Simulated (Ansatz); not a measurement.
# ClFH₄O₂Si₂: up Jacob's ladder to CCSD(T)

How much do the methods differ for ClFH₄O₂Si₂? The plan is to run it at one geometry with functionals of several rungs and with coupled cluster. The yardstick is the atomisation energy at the CCSD(T) limit.

Computed with Ansatz 0.2.0, Gaussian basis. Level: functionals in def2-TZVPP, the program's frozen cores in correlated methods.

Plan: PBE-D4, r2SCAN-D4, PBE0-D4, B3LYP-D4, ωB97X-V, ωB97M-V, B2PLYP; CCSD(T)/def2-TZVPP; MP2/def2-QZVPP; extrapolation to the limit.

**1. The relaxed structure**

An earlier PBE0-D4 in a triple-zeta def2 set relaxation fixed the geometry.

SMILES `O[Si](O)(F)[SiH2]Cl`, 10 atoms, charge 0, spin multiplicity 1.

Atoms are counted from 1 here; the program's logs count them from 0.

Bond lengths: O1–Si2 1.621 Å, O1–H7 0.960 Å, Si2–O3 1.633 Å, Si2–F4 1.600 Å, Si2–Si5 2.337 Å, O3–H8 0.958 Å, Si5–Cl6 2.060 Å, Si5–H9 1.485 Å, Si5–H10 1.483 Å. Angles: Si2–O1–H7 118.7°, O1–Si2–O3 107.9°, O1–Si2–F4 111.3°, O1–Si2–Si5 108.2°, O3–Si2–F4 107.8°, O3–Si2–Si5 115.0°, F4–Si2–Si5 106.7°, Si2–O3–H8 118.9°, Si2–Si5–Cl6 108.7°, Si2–Si5–H9 110.7°, Si2–Si5–H10 112.0°, Cl6–Si5–H9 107.9°, Cl6–Si5–H10 108.5°, H9–Si5–H10 109.1°.

As a file:

```
O    -1.33171    0.71991   -1.25610
Si   -0.29056   -0.34523   -0.61553
O     1.01199   -0.42403   -1.59648
F    -0.93175   -1.80954   -0.53725
Si    0.16448    0.30742    1.58202
Cl    1.16120    2.11014    1.54120
H    -1.33916    0.84050   -2.20801
H     1.58660   -1.18905   -1.54187
H     1.04385   -0.68430    2.25246
H    -1.07494    0.47418    2.37957
```

**2. PBE-D4 (GGA)**

in.yaml reads:

```yaml
crystal:
  periodic: [false, false, false]
  atoms:
    - {symbol: O, position_ang: [-1.331707, 0.719907, -1.256103]}
    - {symbol: Si, position_ang: [-0.290562, -0.345227, -0.615531]}
    - {symbol: O, position_ang: [1.011988, -0.424034, -1.596482]}
    - {symbol: F, position_ang: [-0.931752, -1.809539, -0.537248]}
    - {symbol: Si, position_ang: [0.164485, 0.307422, 1.582020]}
    - {symbol: Cl, position_ang: [1.161203, 2.110137, 1.541199]}
    - {symbol: H, position_ang: [-1.339158, 0.840503, -2.208010]}
    - {symbol: H, position_ang: [1.586601, -1.189049, -1.541866]}
    - {symbol: H, position_ang: [1.043850, -0.684298, 2.252462]}
    - {symbol: H, position_ang: [-1.074941, 0.474178, 2.379569]}
basis:
  gaussian: {orbitals: def2-TZVPP}
hamiltonian: {xc: pbe, dispersion: d4}
output: {forces: true, orbitals: {seedname: orbitals}}
```

The run is started by

```
ansatz run in.yaml --threads 4 --pin off --events-out ev --progress --plain --max-ram 10444MiB
```

After this run come: r2SCAN-D4 (meta-GGA); PBE0-D4 (hybrid); B3LYP-D4 (hybrid); ωB97X-V (range-separated); ωB97M-V (range-separated); B2PLYP (double hybrid); CCSD(T) in def2-TZVPP; MP2 in def2-QZVPP.

**Question.** What will the summary of the whole plan be? Wanted: atomisation energy, CCSD(T)/CBS; farthest; mean size of error, hybrid; mean size of error, range-separated; gap, smallest and largest; T1 diagnostic; triples share of the correlation energy.

As calculated:

| quantity | value |
| --- | --- |
| atomisation energy, CCSD(T)/CBS | 38.996 eV |
| functionals within 0.195 eV (0.5 %) | PBE-D4, r2SCAN-D4, ωB97X-V, ωB97M-V |
| farthest | B2PLYP (-0.851 eV) |
| mean size of error, hybrid | 0.686 eV |
| mean size of error, range-separated | 0.127 eV |
| gap, smallest and largest | 5.57 eV (PBE-D4), 12.16 eV (ωB97X-V) |
| T1 diagnostic | 0.0117 |
| triples share of the correlation energy | 3.4 % |

**Reading.** PBE-D4 misses by +0.028 eV. Double hybrids carry the basis error of their MP2 part in triple zeta, and no dispersion term here, so their miss is partly the set-up's. Misses under about 0.195 eV are within the doubt on the reference itself, which lacks core-valence correlation, relativity and higher excitations. Hartree-Fock recovers 72 % of the binding; the rest is correlation. The gap grows from 5.6 to 12.2 eV across the functionals, mostly with the share of exact exchange.
